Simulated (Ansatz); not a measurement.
# RbAgBr2: how the settings move a single-point run

Aim: see which settings change the result for RbAgBr2, by how much, and at what cost. The cell is built on a prototype (ordering on rocksalt) and needn't be the phase found in nature.

Method: reference: DFT, PBE, plane waves, PAW, in Ansatz 0.2.0.

### Step 1. Starting point

It takes space group P4/mmm (No. 123, tetragonal). The conventional cell has a = 4.518 Å, b = 4.518 Å, c = 6.356 Å, α = 90.00°, β = 90.00°, γ = 90.00°. Rb (site symmetry 4/mmm) is surrounded by 6 Br at 3.18 to 3.19 Å. Around Br (site symmetry 4/mmm) lie 2 Rb at 3.18 Å and 4 Ag at 3.19 Å. Around Ag (site symmetry 4/mmm) lie 6 Br at 3.18 to 3.19 Å. Around Br (site symmetry 4/mmm) lie 2 Ag at 3.18 Å and 4 Rb at 3.19 Å.

Structure file:

```xyz
4
Lattice="4.5180 0.0000 0.0000 0.0000 4.5180 0.0000 0.0000 0.0000 6.3563" Properties=species:S:1:pos:R:3 pbc="T T T"
Rb    0.0000    0.0000    0.0000
Br    0.0000    0.0000    3.1782
Ag    2.2590    2.2590    3.1782
Br    2.2590    2.2590    0.0000
```

### Step 2. Reference

input.yaml

```yaml
crystal:
  lattice:
    - [4.5179929797, 0.0, 0.0]
    - [0.0, 4.5179929797, 0.0]
    - [0.0, 0.0, 6.3563246931]
  atoms:
    - { symbol: Rb, position: [0.0, 0.0, 0.0] }
    - { symbol: Br, position: [0.0, 0.0, 0.5] }
    - { symbol: Ag, position: [0.5, 0.5, 0.5] }
    - { symbol: Br, position: [0.5, 0.5, 0.0] }
kpoints:
  mp_grid: { grid: [4, 4, 4] }
hamiltonian:
  xc: pbe
scf:
  occupations: { method: fixed }
  n_extra_bands: 5
output:
  forces: true
  stress: true
  eigenvalues: true
```

On the command line:

```bash
$ ansatz run input.yaml --threads 4 --pin off --max-ram 3686MiB --backend cpu --events-out ev --progress --plain --runs-dir out
```

### Step 3. Variant: ecutwfc 500

input.yaml, as its differences from that of step 2:

```diff
@@ -21 +21,3 @@
   eigenvalues: true
+basis:
+  ecutwfc: 500
```

### Step 4. Changing settings: ecutwfc 300

input.yaml, as its differences from that of step 2:

```diff
@@ -21 +21,3 @@
   eigenvalues: true
+basis:
+  ecutwfc: 300
```

### Step 5. Changed: occupations.method fermi_dirac, occupations.width 0.001

input.yaml, as its differences from that of step 2:

```diff
@@ -15,3 +15,3 @@
 scf:
-  occupations: { method: fixed }
+  occupations: { method: fermi_dirac, width: 0.001 }
   n_extra_bands: 5
```

### Step 6. Variant: xc mr2scan

input.yaml, as its differences from that of step 2:

```diff
@@ -13,3 +13,3 @@
 hamiltonian:
-  xc: pbe
+  xc: mr2scan
 scf:
```

### Step 7. Changed: accuracy high

input.yaml, as its differences from that of step 2:

```diff
@@ -21 +21,2 @@
   eigenvalues: true
+accuracy: high
```

### Step 8. Changing settings: ecutrho_ratio 12

input.yaml, as its differences from that of step 2:

```diff
@@ -17,2 +17,3 @@
   n_extra_bands: 5
+  max_iter: 70
 output:
@@ -21 +22,3 @@
   eigenvalues: true
+basis:
+  ecutrho_ratio: 12
```

Before running it: what results should come out? Wanted: for each run, ending; energy change; pressure; gap; force.

The runs gave:

| run | ending | energy change | pressure (GPa) | gap (eV) | force (eV/Å) | cycles | time |
| --- | --- | --- | --- | --- | --- | --- | --- |
| reference | converged | 0 | 0.8 | 1.19 | 0.00 | 6 | 2 s |
| 1: ecutwfc 500 | converged | -0.9 meV/atom | 0.8 | 1.19 | 0.00 | 6 | 2.6 s |
| 2: ecutwfc 300 | converged | +37.2 meV/atom | 0.8 | 1.20 | 0.00 | 6 | 1.4 s |
| 3: occupations.method fermi_dirac, occupations.width 0.001 | converged | 0.0 meV/atom (σ→0) | 0.8 | 1.19 | 0.00 | 6 | 2 s |
| 4: xc mr2scan | converged | not comparable | 0.0 | 1.75 | 0.00 | 7 | 5.5 s |
| 5: accuracy high | converged | 0.0 meV/atom | 0.8 | 1.19 | 0.00 | 9 | 2.7 s |
| 6: ecutrho_ratio 12 | converged | 0.0 meV/atom | 0.8 | 1.19 | 0.00 | 6 | 2.6 s |

Residual by cycle in the longest SCF loop of each run; runs are numbered as in the table. The quantity is the density residual dr2, in eV.

```
cycle  reference    run 1    run 2    run 3    run 4    run 5    run 6
    1    0.00123  0.00127  0.00448  0.00125   0.0241  0.00123  0.00123
    2     2.9e-4   2.9e-4   5.9e-4   3.0e-4  0.00446   2.9e-4   2.9e-4
    3     3.0e-5   3.5e-5   1.4e-4   3.2e-5   6.6e-4   3.0e-5   3.0e-5
    4     5.0e-6   6.0e-6   8.7e-6   5.4e-6   4.0e-5   5.1e-6   5.0e-6
    5     6.6e-7   7.7e-7   1.2e-6   6.0e-7   3.5e-6   6.7e-7   6.7e-7
    6     8.5e-8   7.4e-8   3.2e-8   9.7e-8   2.9e-7   8.4e-8   8.3e-8
    7          -        -        -        -   1.5e-8   7.2e-9        -
    8          -        -        -        -        -  2.2e-10        -
    9          -        -        -        -        -  5.4e-12        -
```

Run 2 ran under the cutoff that the potentials recommend, as the log warns, so basis error is mixed into its values. Of the variants the dearest is «xc mr2scan» (5.5 s), the cheapest «ecutwfc 300» (1.4 s), on a shared host.
